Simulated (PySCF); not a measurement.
A run of PySCF 2.14.0 is set up as follows.

Contents of run.py:

```python
import json
import numpy as np
from pyscf.pbc import gto, scf, dft, df
from pyscf.pbc.tools import pyscf_ase
from ase.io import read

atoms = read('POSCAR')
cell = pyscf_ase.cell_from_ase(atoms)
cell.basis = 'def2-svp'
cell.exp_to_discard = 0
cell.precision = 1e-08
cell.max_memory = 2520  # MB
cell.verbose = 4
cell.build()

res = {}
kpts = cell.make_kpts([1, 1, 1])
mf = dft.KRKS(cell, kpts, xc='pbe0', exxdiv='ewald')
mf = mf.density_fit()
mf.with_df._cderi = 'cderi.h5'  # three-centre integrals saved by an earlier run on this cell, basis and mesh
mf.conv_tol = 1e-08
mf.max_cycle = 60

mf.kernel()
res.update(converged=bool(mf.converged), e_tot=mf.e_tot, nelec=cell.nelectron, nao=cell.nao, mesh=list(map(int, cell.mesh)), a=cell.lattice_vectors().tolist(), coords=cell.atom_coords().tolist(),
           mo_energy=[np.real(x).tolist() for x in mf.mo_energy], mo_occ=[np.real(x).tolist() for x in mf.mo_occ])
import h5py
print('fit functions by k pair:', sorted({v['0'].shape[0] for v in h5py.File(mf.with_df._cderi)['j3c'].values()}))
res.update(kpts=cell.get_scaled_kpts(kpts).tolist())
res['parts'] = {k: float(np.real(v)) for k, v in mf.scf_summary.items() if np.isscalar(v)}
json.dump(res, open('results.json', 'w'))
if not mf.converged:
    raise SystemExit('SCF not converged')

print('levels (eV)')
for i, kp in enumerate(res['kpts'][:40]):
    print('k %7.4f %7.4f %7.4f  ' % tuple(kp), ' '.join('%.3f' % (x * 27.211386) for x in res['mo_energy'][i][:20]))

# Mulliken populations
dm, s = np.asarray(mf.make_rdm1()), np.asarray(mf.get_ovlp())
sites = cell.aoslice_by_atom()[:, 2:]
tot = np.einsum('kij,kji->i', dm, s).real / len(kpts)
res['mulliken'] = [cell.atom_charge(i) - tot[a0:a1].sum() for i, (a0, a1) in enumerate(sites)]
print('Mulliken charges', np.round(res['mulliken'], 5))

from pyscf.pbc import tdscf
td = tdscf.KTDA(mf)
td.nstates = 5
td.kshift_lst = [0]
td.conv_tol = 1e-5
td.kernel()
res.update(excitations=np.real(td.e[0]).tolist(), post_converged=bool(np.all(td.converged)))
res['done'] = True
json.dump(res, open('results.json', 'w'))
```

POSCAR

```
MgF2
1.0
   12.0000000000      0.0000000000      0.0000000000
    0.0000000000     11.0000000000      0.0000000000
    0.0000000000      0.0000000000     11.0000000000
F Mg F
1 1 1
Direct
    0.3834875000      0.5706727300      0.4397863600
    0.5010875000      0.5019090900      0.5030954500
    0.6186791700      0.4331454500      0.5663954500
```

Potentials or basis: def2-svp (all-electron).

Command:

```bash
$ OMP_NUM_THREADS=2 python -u run.py > log
```

(1) What does it give for the Mulliken charges?

(2) Estimate the gap between the frontier levels.

Results:

(1) F -0.50; Mg +1.01 e.

(2) 8.38 eV.

Caveat: the basis is small and the box finite, so much correlation energy is missing and levels can be off by tenths of an eV; the iterative solver can pass over a root and still report convergence; this is a molecule in a periodic box at the Γ point, so its band gap is the HOMO-LUMO gap; total energy, band gap and charges are those of the mean-field reference; the basis of atomic orbitals isn't converged, which shifts pressures, moduli and gaps.
